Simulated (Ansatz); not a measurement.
# Ir (Iridium): the cost of one run

All numbers are computed with Ansatz 0.2.0, driven from Python. Level of theory: DFT PBE+D4, plane waves, PAW.

The COD entry's cell or inner coordinates are ideal or old and differ from later refinements, so a difference from it is no clean test against experiment.

### Step 1. Starting point

Symmetry: Fm-3m, No. 225, cubic system. The conventional cell has a = 3.831 Å, b = 3.831 Å, c = 3.831 Å, α = 90.00°, β = 90.00°, γ = 90.00°. Ir (site symmetry m-3m) has 12 Ir at 2.71 Å as nearest neighbours.

No structure file is read: the coordinates are typed or built in the script.

### Step 2. Script

Input file elastic.py:

```python
"""Stiffness tensor and moduli of Ir."""

from dataclasses import replace
import warnings

import ansatz as az
import numpy as np

warnings.simplefilter("ignore", az.DeckWarning)

system = (
    az.Lattice.from_parameters(2.709068, 2.709068, 2.709068, alpha=60.0, beta=60.0, gamma=60.0)
    .atom("Ir", [0.0, 0.0, 0.0])
)

calculation = (
    system.calculation()
    .functional("pbe", dispersion="d4")
    .basis(260)
    .occupations(az.OccupationsMethod.FERMI_DIRAC, width=0.01)
    .kpoints(19, 19, 19)
)
# first bring the cell to zero stress
rest = calculation.relax(cell=True).run(threads=1, pin="off").lattice
relaxed = az.Crystal(lattice=az.Lattice.of(rest.cell_ang))
for site in rest.sites:
    relaxed = relaxed.atom(site.symbol, site.position_frac)
calculation = replace(calculation, crystal=relaxed)
print("relaxed volume {:.3f} A^3".format(abs(np.linalg.det(rest.cell_ang))))
out = calculation.elastic("relaxed_ion", amplitude=0.005).run(threads=1, pin="off")
elastic = out.elastic

C = np.asarray(elastic.c_gpa)
for i in range(6):
    for j in range(i, 6):
        if abs(C[i, j]) > 0.05:
            print(f"C{i + 1}{j + 1} = {C[i, j]:.1f} GPa")
print("smallest eigenvalue of C:", round(elastic.stability.min_eigenvalue_gpa, 1), "GPa; tensor positive definite:", elastic.stability.min_eigenvalue_gpa > 0)
# averaged moduli need a positive definite tensor
if elastic.stability.min_eigenvalue_gpa > 0:
    for name, value in elastic.moduli.to_plain().items():
        print(f"{name:14s} {value:9.3f}")
```

### Step 3. Launch

Command:

```sh
$ python elastic.py
```

What time and memory should one allow on 1 thread of Arm Neoverse V1, shared host?

About 1.9 min, with a peak of 0.57 GiB.
